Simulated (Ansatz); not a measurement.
# Hf: relaxation and properties

An exercise on one series of results from a longer session: the logs are not shown, and one member is left open.

This is Hf in the bcc structure; at room conditions it is hcp.

Method: DFT r2SCAN, scalar-relativistic, plane waves, PAW, in Ansatz 0.2.0.

## The system as given

It takes space group Im-3m (No. 229, cubic). Conventional cell: a = 3.610 Å, b = 3.610 Å, c = 3.610 Å, α = 90.00°, β = 90.00°, γ = 90.00°. Hf (site symmetry m-3m) is surrounded by 8 Hf at 3.13 Å.

Coordinates:

```
Hf
1.0
    -1.80500    1.80500    1.80500
     1.80500   -1.80500    1.80500
     1.80500    1.80500   -1.80500
Hf
1
Direct
  0.00000 0.00000 0.00000
```

Source of the structure: the Crystallography Open Database.

The first run:

(A quick probe on a coarse mesh, which set the mesh and smearing, is not shown.)

Contents of input.yaml:

```yaml
crystal:
  lattice:
    - [-1.805, 1.805, 1.805]
    - [1.805, -1.805, 1.805]
    - [1.805, 1.805, -1.805]
  atoms:
    - { symbol: Hf, position: [0.0, 0.0, 0.0] }
basis:
  ecutwfc: 500
kpoints:
  mp_grid: { grid: [16, 16, 16] }
hamiltonian:
  xc: r2scan
scf:
  occupations: { method: gaussian, width: 0.1 }
output:
  forces: true
  stress: true
  eigenvalues: true
  write_density: true
  write_potential: true
  elf: true
  volumetric_format: npy
relax:
  adjacent_minimum: "off"
  f_tol: 0.005
  max_steps: 80
  cell: { stress_tol: 0.05 }
```

Command:

```
> ansatz run input.yaml --threads 1 --pin off --max-ram 2560MiB --backend cpu --events-out ev --progress --plain --runs-dir out
```

Steps of the session up to this table: The relaxation; Static run: bands, density of states and charges; Back to the database's cell; Point at V/V0 = 0.97; Volume × 1.03; The cell scaled to 0.94 of its volume; Volume × 1.06; The cell scaled to 0.91 of its volume; Point at V/V0 = 1.10; The cell scaled to 0.88 of its volume.

One table of the session follows, with a row left open; its other results are not shown here.

It belongs to the step «Fit of the equation of state». 

```
volume (Å³/atom)  energy above the lowest point (meV/atom)  pressure (GPa)
          19.486                                     117.6           15.88
          20.150                                      62.2           11.04
          20.815                                      25.7            6.82
          21.479                                         ?               ?
          22.143                                       0.0           -0.02
          22.808                                       6.5           -2.81
          23.472                                      23.6           -5.29
          24.358                                      61.2           -8.23
```

Estimate the missing values for volume (Å³/atom) = 21.479.

Worked estimate for «energy above the lowest point (meV/atom)». A straight line through the neighbours (20.815, 25.7) and (22.143, 0.0) gives 25.7 + (0.0 − 25.7) × (21.479 − 20.815) / (22.143 − 20.815) = 12.9; a parabola fitted to 4 rows on both sides gives 5.7.

As computed: energy above the lowest point (meV/atom): 5.7; pressure (GPa): 3.16. In «energy above the lowest point (meV/atom)» the line misses by +7.2 and the parabola by 0.0.
